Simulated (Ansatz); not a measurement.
# CHBrO: geometry and frequencies at several levels

One table from this session's results is given with a row withheld; the runs are named, their logs left out.

Method: the levels named in each step, in Ansatz 0.2.0.

**The system as given**

Bond lengths: C2–O3 1.121 Å, Br1–H4 1.407 Å.

Coordinates:

```xyz
4

Br    0.0000    0.0000   -2.4224
C     0.0000    0.0000    1.1583
O     0.0000    0.0000    2.2794
H     0.0000    0.0000   -1.0154
```

The first run:

The input, input.yaml:

```yaml
crystal:
  periodic: [false, false, false]
  atoms:
    - { symbol: Br, position_ang: [0.0, 0.0, -2.48406168] }
    - { symbol: C, position_ang: [0.0, 0.0, 1.19207491] }
    - { symbol: O, position_ang: [0.0, 0.0, 2.33139264] }
    - { symbol: H, position_ang: [0.0, 0.0, -1.03940587] }
basis:
  gaussian: { orbitals: STO-3G }
hamiltonian:
  xc: hf
relax:
  f_tol: 0.002
  max_steps: 150
```

Run with:

```console
> ansatz run input.yaml --threads 2 --pin off --max-ram 5120MiB --backend cpu --events-out ev --progress --plain --runs-dir out
```

Among the steps run: Relaxation, HF/STO-3G; Frequencies, HF/STO-3G; Relaxation, HF/def2-SVP; Frequencies, HF/def2-SVP; Relaxation, LDA/def2-SVP; Frequencies, LDA/def2-SVP; Relaxation, PBE-D4/def2-SVP; Frequencies, PBE-D4/def2-SVP; Relaxation, MP2/def2-TZVPP; Frequencies, MP2/def2-TZVPP.

One table of the session follows, with a row left open; its other results are not shown here.

It belongs to the step «Geometries side by side». 

```
             level  C2–O3 (Å)  rotational constants (MHz)  dipole (D)  highest frequency (cm⁻¹)
         HF/STO-3G     1.1448                      1146.2        1.75                      3103
       HF/def2-SVP          ?                           ?           ?                         ?
      LDA/def2-SVP     1.1314                      1425.9        2.63                      2377
   PBE-D4/def2-SVP     1.1394                      1276.8        2.18                      2475
PBE0-D4/def2-TZVPP     1.1214                      1231.4        1.66                         -
    MP2/def2-TZVPP     1.1356                      1199.7        1.73                      2696
```

**Question.** Estimate the row for HF/def2-SVP.

The run gave: C2–O3 (Å): 1.1056; rotational constants (MHz): 997.26; dipole (D): 1.28; highest frequency (cm⁻¹): 2818. In the column «C2–O3 (Å)» it is the lowest.

Caveats from the session: Warnings in the runs' records: rigid motions above zero.
